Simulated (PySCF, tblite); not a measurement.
# C₅H₁₁FOSi: dynamics, then NMR shifts on frames, part 2 of 2

tblite 0.8.0 and PySCF 2.14.0. Atoms count from 0. The steps go on from the part before.

### Step 6. Shielding tensors: 800 fs, PBE0/pcSseg-1

What the job is given:

```
{"job": {"kind": "nmr", "xc": "PBE0", "basis": "pcSseg-1", "pop": false}, "charge": 0, "multiplicity": 1}
F      3.707000     0.977400    -0.061300
C      2.885200    -0.204700    -0.144800
C      1.488200     0.199800    -0.410900
C      0.662300    -1.042600    -0.548100
Si    -1.152700    -0.988500     0.294500
C     -1.440100     0.872000     0.797800
C     -0.141700     1.814600     0.404500
O      1.048700     1.151900     0.626800
H      2.938700    -0.655200     0.821300
H      3.235300    -0.859600    -0.956700
H      1.481100     0.810700    -1.332200
H      0.574200    -1.267200    -1.640800
H      1.185100    -1.939100    -0.226200
H     -1.385700    -1.835500     1.467100
H     -2.015500    -1.202000    -0.990800
H     -2.280400     1.410000     0.271200
H     -1.475800     1.128400     1.815500
H     -0.203400     2.749900     1.003000
H     -0.106500     2.008400    -0.681300
```

Level: GIAO PBE0/pcSseg-1 NMR shielding, non-relativistic, gas phase.

The program printed:

```text
coarse grid: 16048 points
cycle   1  E = -660.8977814108  dE =  6.733e-01  |g| = 7.557e-01  |ddm| = 3.732e+00
cycle   2  E = -660.7733303387  dE =  1.245e-01  |g| = 1.147e+00  |ddm| = 1.709e+00
cycle   3  E = -661.0053998842  dE = -2.321e-01  |g| = 1.055e-01  |ddm| = 1.157e+00
cycle   4  E = -661.0071375460  dE = -1.738e-03  |g| = 5.152e-02  |ddm| = 1.124e-01
cycle   5  E = -661.0077406904  dE = -6.031e-04  |g| = 8.818e-03  |ddm| = 4.708e-02
cycle   6  E = -661.0077551549  dE = -1.446e-05  |g| = 2.979e-03  |ddm| = 8.951e-03
cycle   7  E = -661.0077569417  dE = -1.787e-06  |g| = 6.631e-04  |ddm| = 2.574e-03
final grid: 149872 points
cycle   8  E = -661.0741793811  dE = -3.732e-05  |g| = 1.227e-02  |ddm| = 3.064e-02
cycle   9  E = -661.0741424126  dE =  3.697e-05  |g| = 1.881e-02  |ddm| = 2.128e-02
cycle  10  E = -661.0742091572  dE = -6.674e-05  |g| = 1.459e-03  |ddm| = 1.339e-02
cycle  11  E = -661.0742095925  dE = -4.353e-07  |g| = 2.731e-04  |ddm| = 1.696e-03
cycle  12  E = -661.0742096086  dE = -1.611e-08  |g| = 8.391e-05  |ddm| = 3.469e-04
cycle  13  E = -661.0742096100  dE = -1.387e-09  |g| = 2.961e-05  |ddm| = 9.757e-05
cycle  14  E = -661.0742096101  dE = -1.471e-10  |g| = 7.250e-06  |ddm| = 2.930e-05
converged SCF energy = -661.0742096101

GIAO shielding tensors (ppm)
atom      isotropic    diamagn.    paramagn.     s11        s22        s33       span
  0 F      382.401     469.598     -87.198    325.561    392.319    429.322    103.761
  1 C       95.257     246.607    -151.350     53.090     74.590    158.091    105.001
  2 C      102.363     242.530    -140.167     73.513     85.707    147.868     74.355
  3 C      180.498     254.911     -74.413    163.418    181.248    196.828     33.410
  4 Si     406.695     878.029    -471.334    376.923    413.961    429.199     52.276
  5 C      170.450     252.599     -82.149    144.132    180.528    186.691     42.559
  6 C      111.427     247.924    -136.497     83.010     99.546    151.725     68.715
  7 O      248.332     397.504    -149.172    182.701    246.406    315.890    133.189
  8 H       27.525      29.878      -2.353     23.468     29.001     30.106      6.637
  9 H       27.259      27.947      -0.689     22.792     29.046     29.937      7.145
 10 H       27.649      31.359      -3.710     24.006     27.440     31.499      7.494
 11 H       30.260      32.041      -1.781     25.452     27.660     37.667     12.216
 12 H       31.519      32.595      -1.076     26.926     30.710     36.920      9.994
 13 H       27.034      28.135      -1.101     23.463     24.769     32.869      9.407
 14 H       25.869      27.544      -1.675     22.479     23.992     31.136      8.657
 15 H       30.040      29.700       0.340     25.684     27.106     37.330     11.646
 16 H       30.643      32.303      -1.659     26.008     29.550     36.372     10.365
 17 H       26.642      29.746      -3.104     21.618     26.653     31.655     10.037
 18 H       27.682      31.875      -4.194     22.494     27.759     32.792     10.297
```

It took 23 s on 1 thread of Arm Neoverse V2, shared host; peak memory 1.1 GiB.

In short: δ C1 91.7, C2 84.6, C6 75.5, C5 16.5, H14 5.85, H17 5.07 ppm.

### Step 7. NMR shieldings: 1000 fs, PBE0/pcSseg-1

What the job is given:

```
{"job": {"kind": "nmr", "xc": "PBE0", "basis": "pcSseg-1", "pop": false}, "charge": 0, "multiplicity": 1}
F      3.684000     1.390300    -0.250800
C      2.937900     0.238800    -0.160500
C      1.563700     0.393400    -0.791200
C      0.886300    -1.020000    -0.960300
Si    -0.477500    -0.972200     0.242000
C     -1.420500     0.595900    -0.013400
C     -0.450300     1.777300    -0.250900
O      0.879400     1.295600     0.002200
H      2.866300     0.113300     0.974700
H      3.358700    -0.657900    -0.557500
H      1.741400     0.777800    -1.780100
H      0.579500    -1.211200    -1.943500
H      1.679200    -1.813600    -0.892900
H      0.036100    -1.075600     1.630300
H     -1.391200    -2.087900     0.043200
H     -2.190500     0.519600    -0.792500
H     -1.896000     0.827700     0.910000
H     -0.622800     2.505600     0.566000
H     -0.401900     2.240500    -1.321100
```

Method: GIAO PBE0/pcSseg-1 NMR shielding, non-relativistic, gas phase.

The program printed:

```text
coarse grid: 16048 points
cycle   1  E = -660.9140578990  dE =  9.847e-01  |g| = 7.368e-01  |ddm| = 3.792e+00
cycle   2  E = -660.8281701759  dE =  8.589e-02  |g| = 1.033e+00  |ddm| = 1.571e+00
cycle   3  E = -661.0134362207  dE = -1.853e-01  |g| = 1.079e-01  |ddm| = 1.066e+00
cycle   4  E = -661.0152778152  dE = -1.842e-03  |g| = 4.459e-02  |ddm| = 1.193e-01
cycle   5  E = -661.0156970809  dE = -4.193e-04  |g| = 8.831e-03  |ddm| = 4.506e-02
cycle   6  E = -661.0157097773  dE = -1.270e-05  |g| = 3.362e-03  |ddm| = 8.836e-03
cycle   7  E = -661.0157118358  dE = -2.059e-06  |g| = 5.766e-04  |ddm| = 2.545e-03
final grid: 149872 points
cycle   8  E = -661.0817995413  dE = -3.887e-05  |g| = 1.222e-02  |ddm| = 3.102e-02
cycle   9  E = -661.0817689678  dE =  3.057e-05  |g| = 1.791e-02  |ddm| = 2.135e-02
cycle  10  E = -661.0818287977  dE = -5.983e-05  |g| = 1.326e-03  |ddm| = 1.352e-02
cycle  11  E = -661.0818291648  dE = -3.670e-07  |g| = 2.681e-04  |ddm| = 1.723e-03
cycle  12  E = -661.0818291797  dE = -1.487e-08  |g| = 9.239e-05  |ddm| = 3.607e-04
cycle  13  E = -661.0818291811  dE = -1.403e-09  |g| = 2.894e-05  |ddm| = 9.128e-05
cycle  14  E = -661.0818291812  dE = -1.294e-10  |g| = 6.096e-06  |ddm| = 2.505e-05
converged SCF energy = -661.0818291812

GIAO shielding tensors (ppm)
atom      isotropic    diamagn.    paramagn.     s11        s22        s33       span
  0 F      402.246     468.108     -65.862    367.261    387.669    451.807     84.545
  1 C       89.861     247.246    -157.385     53.428     78.393    137.763     84.335
  2 C      117.081     241.450    -124.369     99.105    104.895    147.243     48.137
  3 C      180.275     256.312     -76.036    166.488    173.093    201.246     34.758
  4 Si     410.834     880.634    -469.800    378.244    412.775    441.483     63.238
  5 C      178.731     255.891     -77.161    154.323    181.778    200.090     45.767
  6 C      111.004     244.589    -133.585     82.541     94.977    155.493     72.951
  7 O      259.951     400.415    -140.464    184.511    271.449    323.893    139.382
  8 H       25.773      28.824      -3.052     21.387     27.004     28.927      7.540
  9 H       28.095      29.775      -1.680     23.615     29.296     31.375      7.760
 10 H       28.060      30.407      -2.348     23.898     27.772     32.509      8.611
 11 H       31.777      33.911      -2.133     28.052     28.472     38.808     10.755
 12 H       30.647      31.609      -0.962     25.802     29.265     36.875     11.073
 13 H       27.336      29.623      -2.286     24.089     25.184     32.736      8.647
 14 H       27.846      29.668      -1.822     24.463     25.327     33.749      9.286
 15 H       30.478      30.761      -0.283     25.780     27.877     37.776     11.997
 16 H       30.505      32.412      -1.907     26.191     28.464     36.861     10.670
 17 H       26.361      29.101      -2.740     21.050     26.430     31.603     10.553
 18 H       26.296      27.790      -1.495     21.238     25.626     32.023     10.785
```

Run time: 23 s. Hardware: 1 thread of Arm Neoverse V2, shared host; peak memory 0.94 GiB.

This run: δ C1 97.1, C6 75.9, C2 69.8, C5 8.2, H8 5.94, H18 5.42 ppm.

### Step 8. Run by run: NMR shifts

Shifts (ppm) of some atoms, chosen among heavy atoms and hydrogens apart, with basis size and wall time:

```csv
frame,C2,C3,H11,H12,F0,Si4,O7,functions,time
250 fs,75.7,10.4,1.40,-0.49,-263.6,-55.3,51.8,198,30 s
425 fs,86.2,26.5,3.90,2.69,-239.5,-49.4,98.2,198,23 s
625 fs,77.5,16.5,1.91,1.24,-231.4,-47.8,70.7,198,24 s
800 fs,84.6,6.4,1.46,0.20,-211.5,-57.5,87.7,198,23 s
1000 fs,69.8,6.6,-0.06,1.07,-231.3,-61.7,76.1,198,23 s
```

### Step 9. Outcome

The summary covers parts 1 to 2.

| quantity | value |
| --- | --- |
| thermostat | 400 K |
| mean temperature, second half | 454 K |
| mean potential energy above the minimum | 0.99 eV |
| ¹³C shifts against TMS (PBE0/pcSseg-1, 250 fs) | 88.4, 75.7, 64.7, 12.3, 10.4 ppm |
| ¹H shifts against TMS (PBE0/pcSseg-1, 250 fs) | 4.71, 4.53, 4.36, 4.12, 3.98, 3.86, 2.77, 1.97, 1.40, 1.25, -0.49 ppm |
| ¹⁹F shifts against CFCl3 (PBE0/pcSseg-1, 250 fs) | -263.6 ppm |
| ²⁹Si shifts against TMS (PBE0/pcSseg-1, 250 fs) | -55.3 ppm |
| ¹⁷O shifts against H2O (PBE0/pcSseg-1, 250 fs) | 51.8 ppm |
| surface potential, 1st and 99th percentile | -1.01 V and 0.92 V |
| range of the shift of F0 | -263.6 to -211.5 ppm |

What this shows: In the second half the potential energy averages 0.99 eV above the minimum; equipartition over 51 harmonic modes at 400 K would give 0.88 eV. With 19 atoms the temperature swings widely (220 to 608 K). Shifts at one fixed geometry are not the observed spectrum, which averages over the motion. Across the 5 runs the shift of F0 moves most, between -263.6 (250 fs) and -211.5 ppm (800 fs).
